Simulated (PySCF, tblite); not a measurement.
# C₁₂H₁₄O₂: geometry, infrared bands, NMR shifts, spin-spin couplings and electronic excitations

Aim: predict the infrared bands, NMR shifts, spin-spin couplings and electronic excitations of C₁₂H₁₄O₂ (`CC(=O)O[C@@H]1CCc2ccccc2C1`).

The runs use tblite 0.8.0 and PySCF 2.14.0, with density-fitted response routines of our own; the level of theory stands in each step. All values are computed, except where a source is named. Atoms count from 0, in the outputs and in this text.

**1. The molecule as given**

28 atoms, charge 0, multiplicity 1; geometry from: force field or distance geometry start.

Bonds of the start (Å): C0–C1 1.48, C1–O2 1.24, C1–O3 1.37, O3–C4 1.41, C4–C5 1.52, C5–C6 1.49, C6–C7 1.48, C7–C8 1.39, C8–C9 1.36, C9–C10 1.38, C10–C11 1.39, C11–C12 1.38, C12–C13 1.49, C13–C4 1.51, C12–C7 1.38, C0–H14 1.12, C0–H15 1.12, C0–H16 1.10, C4–H17 1.11, C5–H18 1.11, C5–H19 1.12, C6–H20 1.11, C6–H21 1.10, C8–H22 1.07, C9–H23 1.08, C10–H24 1.09, C11–H25 1.09, C13–H26 1.10, C13–H27 1.12.

**2. Optimising the geometry with GFN2-xTB**

The job: settings as JSON, then the geometry in Å.

```
{"job": {"kind": "relax", "xc": "GFN2-xTB", "basis": "xTB"}, "charge": 0, "multiplicity": 1}
C     -4.484100     1.267100    -0.419800
C     -3.079900     1.043500    -0.838100
O     -2.653600     1.472300    -1.922800
O     -2.266700     0.352300     0.021000
C     -0.912400     0.051700    -0.217100
C     -0.834300    -1.461500    -0.183500
C      0.556300    -1.978300    -0.354600
C      1.598200    -0.926800    -0.269100
C      2.850200    -1.192900    -0.798500
C      3.843300    -0.261900    -0.755300
C      3.623600     0.974100    -0.185000
C      2.378400     1.268600     0.357100
C      1.390900     0.310500     0.306300
C      0.022300     0.549700     0.855000
H     -4.460800     1.958400     0.454800
H     -4.997400     0.340100    -0.060300
H     -5.044900     1.739100    -1.242800
H     -0.530800     0.424300    -1.186200
H     -1.462500    -1.836000    -1.016200
H     -1.280400    -1.757500     0.801200
H      0.800900    -2.731900     0.426100
H      0.639700    -2.452500    -1.343300
H      3.083000    -2.137600    -1.252900
H      4.822400    -0.465700    -1.170900
H      4.395500     1.741300    -0.129300
H      2.148400     2.224700     0.824100
H     -0.064200     1.621600     1.083100
H     -0.102000    -0.109200     1.746700
```

Command:

```
$ OMP_NUM_THREADS=2 python probes_run.py task.json out
```

The driver reads the jobs from task.json and runs them one after another.

**Question.** This job is followed by: GFN2-xTB harmonic vibrations, gas phase; PBE0-D3(BJ)/def2-SVP geometry optimisation, gas phase; GIAO PBE0/pcSseg-1 NMR shielding, non-relativistic, gas phase; B3LYP/pcJ-1 indirect spin-spin coupling, non-relativistic, gas phase; TDDFT B3LYP/def2-SVPD, vertical, gas phase, core orbitals frozen in the response; GIAO B97-2/pcSseg-1 NMR shielding, non-relativistic, gas phase. Predict these results of the whole session: strongest single infrared mode (GFN2-xTB); zero-point energy (GFN2-xTB); point group; rotational constants (main isotopes); ¹³C shifts against TMS (PBE0/pcSseg-1); ¹H shifts against TMS (PBE0/pcSseg-1, means over atoms taken as alike); ¹⁷O shifts against H2O (PBE0/pcSseg-1); largest coupling of the table (B3LYP/pcJ-1); lowest singlet (B3LYP/def2-SVPD); brightest single state of those computed; lowest triplet; range of the shift of O2.

As calculated:

| quantity | value |
| --- | --- |
| strongest single infrared mode (GFN2-xTB) | 1783 cm⁻¹, 460 km/mol |
| zero-point energy (GFN2-xTB) | 144.0 kcal/mol |
| point group | C1 |
| rotational constants (main isotopes) | 1.76, 0.36, 0.32 GHz |
| ¹³C shifts against TMS (PBE0/pcSseg-1) | 173.8, 139.7, 139.0, 135.2, 134.0, 131.7, 131.7, 69.9, 36.3, 31.2, 30.7, 22.4 ppm |
| ¹H shifts against TMS (PBE0/pcSseg-1, means over atoms taken as alike) | 7.26, 7.26, 7.18, 7.17, 4.73, 3.28, 2.94, 2.78, 2.40, 2.05, 1.85, 1.74 ppm |
| ¹⁷O shifts against H2O (PBE0/pcSseg-1) | 448.2, 238.3 ppm |
| largest coupling of the table (B3LYP/pcJ-1) | ¹J(C,H) C10–H24, 166.6 Hz |
| lowest singlet (B3LYP/def2-SVPD) | 5.16 eV (240 nm), f = 0.007 |
| brightest single state of those computed | state 7, 6.50 eV, f = 0.388 |
| lowest triplet | 4.03 eV |
| range of the shift of O2 | 435.2 to 448.2 ppm |

What this shows: The lowest mode is imaginary (46i cm⁻¹), so the xTB geometry is not a minimum: the zero-point energy counts the real modes alone, and all values at this geometry belong to a saddle point. The strongest single mode, at 1783 cm⁻¹, moves mainly C1 and O2. GFN2-xTB is a fitted tight-binding method: band positions and strengths are rough. Its intensities can rank the bands wrongly. The start of the PBE0/def2-SVP relaxation was shaken at random by about 0.01 Å, so part of the energy gained, and of the first lengths quoted, undoes that. Over 11 steps the energy fell by 0.212 eV; of the close pairs, C0–H15 changed most, 1.062 to 1.099 Å (PBE0/def2-SVP). No frequency check was run at this level, so the end point may be a saddle. At PBE0/pcSseg-1: Shielding is most anisotropic at O2 (span 693 ppm, paramagnetic term -519 ppm). NICS(1)zz of -27 ppm above the planar ring from C7 marks a diatropic (aromatic) ring current. Of the pairs tabulated at B3LYP/pcJ-1, C10–H24 couples most strongly (166.6 Hz; Fermi contact 165.5 Hz). Couplings across rotatable bonds belong to this one conformer; where others are populated, the observed values are averages. The first singlet state (HOMO→LUMO 0.62, HOMO−1→LUMO+1 0.37) lies at 5.16 eV and is weak; of the 10 states computed, the strongest absorption comes from state 7 at 6.50 eV. The lowest triplet lies 1.13 eV below the lowest singlet (triplets in Tamm-Dancoff, singlets in full TDDFT). These values are for one conformer; the search (at its own cheap level) found 2 more, at 0.50, 1.76 kcal/mol, and measured spectra average over such forms.
